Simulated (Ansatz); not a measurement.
# CH₃BFNO: how energies converge with the basis set

How large a basis does CH₃BFNO need? Two functionals are run in growing sets.

Program: Ansatz 0.2.0, Gaussian basis. Level of theory: one geometry, several basis sets. These are calculated values, not measurements.

Levels to be run: PBE0-D4/def2-SVP; ωB97M-V/def2-SVP; PBE0-D4/def2-QZVPP; ωB97M-V/def2-QZVPP; the functionals' def2-TZVPP values are taken from earlier runs.

## 1. The geometry

All runs share one geometry, relaxed beforehand with PBE0-D4/def2-TZVP.

SMILES `NB1OC1F`, 8 atoms, charge 0, spin multiplicity 1.

Atoms are counted from 1 here; the program's logs count them from 0.

Bond lengths: N1–B2 1.379 Å, N1–H6 1.006 Å, N1–H7 1.003 Å, B2–O3 1.360 Å, B2–C4 1.506 Å, O3–C4 1.446 Å, C4–F5 1.359 Å, C4–H8 1.087 Å. Angles: B2–N1–H6 122.6°, B2–N1–H7 122.7°, H6–N1–H7 114.7°, N1–B2–O3 139.1°, N1–B2–C4 160.5°, O3–B2–C4 60.4°, B2–O3–C4 64.8°, B2–C4–O3 54.8°, B2–C4–F5 121.0°, B2–C4–H8 128.7°, O3–C4–F5 112.9°, O3–C4–H8 113.4°, F5–C4–H8 109.5°.

## 2. PBE0-D4 in def2-SVP

in.yaml reads:

```yaml
crystal:
  periodic: [false, false, false]
  atoms:
    - {symbol: N, position_ang: [-1.057930, 0.841376, -0.740584]}
    - {symbol: B, position_ang: [-0.218266, -0.009242, -0.052808]}
    - {symbol: O, position_ang: [-0.287542, -0.960421, 0.916171]}
    - {symbol: C, position_ang: [1.043987, -0.673811, 0.429673]}
    - {symbol: F, position_ang: [1.833214, -0.083273, 1.365044]}
    - {symbol: H, position_ang: [-2.047670, 0.883174, -0.566653]}
    - {symbol: H, position_ang: [-0.725653, 1.489854, -1.430507]}
    - {symbol: H, position_ang: [1.551763, -1.544756, 0.023964]}
basis:
  gaussian: {orbitals: def2-SVP}
hamiltonian: {xc: pbe0, dispersion: d4}
output: {orbitals: {seedname: orbitals}}
```

On the command line:

```bash
ansatz run in.yaml --threads 2 --pin off --events-out ev --progress --plain --max-ram 4352MiB
```

Further steps of the session: ωB97M-V in def2-SVP; PBE0-D4 in def2-QZVPP; ωB97M-V in def2-QZVPP.

Before running them: what should the planned runs give, taken together? Wanted: PBE0-D4: double and triple zeta above quadruple; ωB97M-V: double and triple zeta above quadruple.

As calculated:

```
                                       quantity           value
PBE0-D4: double and triple zeta above quadruple   9.89, 0.44 eV
ωB97M-V: double and triple zeta above quadruple  10.10, 0.41 eV
```

In words: For PBE0-D4 the step from double to triple zeta gains 9.45 eV and the next only 0.44 eV. These are total energies; as a rule much of such shifts cancels in differences, which this series doesn't test. The LUMO of ωB97M-V is positive and keeps falling with the basis (2.98 to 1.41 eV): an unbound level that the basis holds in place.
